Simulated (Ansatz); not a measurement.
# FH₂IO₂Zr: one species, many methods

One table from this session's results is given with a row withheld; the runs are named, their logs left out.

Computed with Ansatz 0.2.0, Gaussian basis. Level: functionals in def2-TZVPP, the program's frozen cores in correlated methods.

Levels to be run: LDA (SPW92), PBE-D4, revPBE-D4, BLYP-D4, r2SCAN-D4, B97M-V, PBE0-D4, B3LYP-D4, r2SCANh-D4, r2SCAN0-D4, HSE06-D4, BHLYP-D4, CAM-B3LYP-D4, LC-ωPBE, ωB97X-V, ωB97M-V, B2PLYP, PBE-QIDH; CCSD(T)/def2-SVP; CCSD(T)/def2-TZVPP; MP2/def2-QZVPP; extrapolation to the limit; RPA on PBE.

## The geometry

All runs share one geometry, relaxed beforehand with PBE0-D4 in a triple-zeta def2 set. Zr, I take the def2 core potential; no spin-orbit term is included.

SMILES `[OH][Zr]([OH])([F])[I]`, 7 atoms, charge 0, spin multiplicity 1.

Atoms are counted from 1 here; the program's logs count them from 0.

Bond lengths: O1–Zr2 1.897 Å, O1–H6 0.953 Å, Zr2–O3 1.897 Å, Zr2–F4 1.902 Å, Zr2–I5 2.748 Å, O3–H7 0.953 Å. Angles: Zr2–O1–H6 170.6°, O1–Zr2–O3 111.1°, O1–Zr2–F4 108.6°, O1–Zr2–I5 109.2°, O3–Zr2–F4 108.6°, O3–Zr2–I5 109.2°, F4–Zr2–I5 110.1°, Zr2–O3–H7 170.3°.

As a file:

```xyz
7
FH2IO2Zr
O     0.25924    1.12084    1.23730
Zr   -0.04237   -0.40812    0.15505
O     0.44333   -0.07590   -1.64882
F     1.02068   -1.84024    0.81651
I    -2.70434   -1.07959    0.26380
H     0.41007    1.96852    1.64579
H     0.67468    0.24629   -2.51534
```

The first run:

in.yaml reads:

```yaml
crystal:
  periodic: [false, false, false]
  atoms:
    - {symbol: O, position_ang: [0.259244, 1.120842, 1.237297]}
    - {symbol: Zr, position_ang: [-0.042368, -0.408115, 0.155052]}
    - {symbol: O, position_ang: [0.443333, -0.075903, -1.648816]}
    - {symbol: F, position_ang: [1.020683, -1.840243, 0.816510]}
    - {symbol: I, position_ang: [-2.704342, -1.079587, 0.263804]}
    - {symbol: H, position_ang: [0.410067, 1.968519, 1.645791]}
    - {symbol: H, position_ang: [0.674681, 0.246288, -2.515338]}
basis:
  gaussian: {orbitals: def2-TZVPP}
hamiltonian: {xc: lda}
output: {orbitals: {seedname: orbitals}}
```

Started as:

```console
> ansatz run in.yaml --threads 4 --pin off --events-out ev --progress --plain --max-ram 10444MiB
```

Steps of the session up to this table: LDA; PBE-D4 (GGA); revPBE-D4 (GGA); BLYP-D4 (GGA); r2SCAN-D4 (meta-GGA); B97M-V (meta-GGA); B3LYP-D4 (hybrid); r2SCANh-D4 (hybrid); r2SCAN0-D4 (hybrid); HSE06-D4 (hybrid); BHLYP-D4 (hybrid); CAM-B3LYP-D4 (range-separated); LC-ωPBE (range-separated); ωB97X-V (range-separated); ωB97M-V (range-separated); B2PLYP (double hybrid); PBE-QIDH (double hybrid).

One table of the session follows, with a row left open; its other results are not shown here.

It belongs to the step «Orbital energies across the functionals». 

| functional | HOMO (eV) | gap (eV) |
| --- | --- | --- |
| LDA (SPW92) | ? | ? |
| PBE-D4 | -6.42 | 4.59 |
| revPBE-D4 | -6.36 | 4.62 |
| BLYP-D4 | -6.24 | 4.52 |
| r2SCAN-D4 | -6.73 | 5.07 |
| B97M-V | -6.70 | 5.09 |
| PBE0-D4 | -7.57 | 6.56 |
| B3LYP-D4 | -7.31 | 6.08 |
| r2SCANh-D4 | -7.15 | 5.79 |
| r2SCAN0-D4 | -7.78 | 6.87 |
| HSE06-D4 | -7.18 | 5.79 |
| BHLYP-D4 | -8.53 | 8.47 |
| CAM-B3LYP-D4 | -8.78 | 8.84 |
| LC-ωPBE | -10.09 | 11.20 |
| ωB97X-V | -9.77 | 10.77 |
| ωB97M-V | -9.65 | 10.10 |

**Question.** Estimate the row for LDA (SPW92).

As computed: HOMO (eV): -6.60; gap (eV): 4.53. In the column «HOMO (eV)» it lies between B97M-V (-6.70) and PBE-D4 (-6.42).
